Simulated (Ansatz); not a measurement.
# CH5GaO3: a ladder of functionals and wavefunction methods

How much do the methods differ for CH5GaO3? The plan is to run it at one geometry with functionals of several rungs and with coupled cluster, and see how far each lands from CCSD(T) at the basis-set limit for the atomisation energy.

The runs use Ansatz 0.2.0, Gaussian basis; functionals in def2-TZVPP, the program's frozen cores in correlated methods.

The runs, in order: LDA (SPW92), PBE-D4, revPBE-D4, BLYP-D4, r2SCAN-D4, B97M-V, PBE0-D4, B3LYP-D4, r2SCANh-D4, r2SCAN0-D4, HSE06-D4, BHLYP-D4, CAM-B3LYP-D4, LC-ωPBE, ωB97X-V, ωB97M-V, B2PLYP, PBE-QIDH; CCSD(T)/def2-SVP; CCSD(T)/def2-TZVPP; MP2/def2-QZVPP; extrapolation to the limit; RPA on PBE.

**1. The geometry**

The geometry comes from an earlier relaxation with PBE0-D4 in a triple-zeta def2 set; it is a stationary point, not always the lowest conformer.

SMILES `C[O][Ga]([OH])[OH]`, 10 atoms, charge 0, spin multiplicity 1.

Atoms are counted from 1 here; the program's logs count them from 0.

Bond lengths: C1–O2 1.410 Å, C1–H6 1.095 Å, C1–H7 1.095 Å, C1–H8 1.096 Å, O2–Ga3 1.761 Å, Ga3–O4 1.783 Å, Ga3–O5 1.774 Å, O4–H9 0.959 Å, O5–H10 0.959 Å. Angles: O2–C1–H6 109.4°, O2–C1–H7 109.5°, O2–C1–H8 113.4°, H6–C1–H7 108.1°, H6–C1–H8 108.1°, H7–C1–H8 108.1°, C1–O2–Ga3 122.0°, O2–Ga3–O4 117.5°, O2–Ga3–O5 117.5°, O4–Ga3–O5 125.1°, Ga3–O4–H9 115.0°, Ga3–O5–H10 114.3°.

As a file:

```xyz
10
charge 0, multiplicity 1
C     0.1488   -1.8756    0.2070
O     0.7003   -0.8073   -0.5304
Ga    0.1627    0.8554   -0.3104
O    -1.1160    1.1529    0.8959
O     0.9362    2.1042   -1.3052
H     0.9447   -2.3866    0.7586
H    -0.3073   -2.5970   -0.4791
H    -0.6151   -1.5587    0.9257
H    -1.3809    2.0696    0.9886
H     0.6098    2.9920   -1.1477
```

**2. LDA**

This LDA is Slater exchange with PW92 correlation.

File in.yaml:

```yaml
crystal:
  periodic: [false, false, false]
  atoms:
    - {symbol: C, position_ang: [0.148763, -1.875642, 0.207028]}
    - {symbol: O, position_ang: [0.700348, -0.807288, -0.530392]}
    - {symbol: Ga, position_ang: [0.162725, 0.855363, -0.310441]}
    - {symbol: O, position_ang: [-1.116044, 1.152929, 0.895880]}
    - {symbol: O, position_ang: [0.936205, 2.104222, -1.305182]}
    - {symbol: H, position_ang: [0.944731, -2.386632, 0.758598]}
    - {symbol: H, position_ang: [-0.307287, -2.597015, -0.479098]}
    - {symbol: H, position_ang: [-0.615145, -1.558705, 0.925693]}
    - {symbol: H, position_ang: [-1.380870, 2.069590, 0.988586]}
    - {symbol: H, position_ang: [0.609774, 2.991976, -1.147673]}
basis:
  gaussian: {orbitals: def2-TZVPP}
hamiltonian: {xc: lda}
output: {orbitals: {seedname: orbitals}}
```

On the command line:

```
> ansatz run in.yaml --threads 4 --pin off --events-out ev --progress --plain --max-ram 10444MiB
```

The runs that follow: PBE-D4 (GGA); revPBE-D4 (GGA); BLYP-D4 (GGA); r2SCAN-D4 (meta-GGA); B97M-V (meta-GGA); PBE0-D4 (hybrid); B3LYP-D4 (hybrid); r2SCANh-D4 (hybrid); r2SCAN0-D4 (hybrid); HSE06-D4 (hybrid); BHLYP-D4 (hybrid); CAM-B3LYP-D4 (range-separated); LC-ωPBE (range-separated); ωB97X-V (range-separated); ωB97M-V (range-separated); B2PLYP (double hybrid); PBE-QIDH (double hybrid); CCSD(T) in def2-SVP; CCSD(T) in def2-TZVPP; MP2 in def2-QZVPP; RPA on PBE orbitals.

Before running them: what should the planned runs give, taken together? Wanted: atomisation energy, CCSD(T)/CBS; farthest beyond LDA; mean size of error, GGA; mean size of error, meta-GGA; mean size of error, hybrid; mean size of error, range-separated; mean size of error, double hybrid; gap, smallest and largest; T1 diagnostic.

The runs gave:

| quantity | value |
| --- | --- |
| atomisation energy, CCSD(T)/CBS | 38.179 eV |
| functionals within 0.382 eV (1.0 %) | r2SCAN-D4, CAM-B3LYP-D4, LC-ωPBE, ωB97X-V, ωB97M-V |
| farthest beyond LDA | BHLYP-D4 (-2.193 eV) |
| mean size of error, GGA | 0.548 eV |
| mean size of error, meta-GGA | 0.346 eV |
| mean size of error, hybrid | 0.991 eV |
| mean size of error, range-separated | 0.300 eV |
| mean size of error, double hybrid | 0.688 eV |
| gap, smallest and largest | 4.38 eV (LDA (SPW92)), 12.07 eV (LC-ωPBE) |
| T1 diagnostic | 0.0140 |
| triples share of the correlation energy | 3.7 % |

What this shows: The LDA atomisation energy is off by 5.950 eV (16 %): it overbinds. PBE-D4 is off by +0.410 eV. Double hybrids carry the basis error of their MP2 part in triple zeta, and no dispersion term here, so their miss is partly the set-up's. The rungs range-separated, meta-GGA miss on average by less than the doubt on the reference (0.382 eV), so they tie. Misses under about 0.382 eV are within the doubt on the reference itself, which lacks core-valence correlation, relativity and higher excitations, and its outer-core shells are covered unevenly. Hartree-Fock recovers 68 % of the binding; the rest is correlation. CCSD(T) in def2-SVP is off by -2.572 eV, worse than the median functional, from the basis alone. The gap grows from 4.4 to 12.1 eV across the functionals, mostly with the share of exact exchange. Correlated methods include outer-core shells of Ga, which these sets cover unevenly.
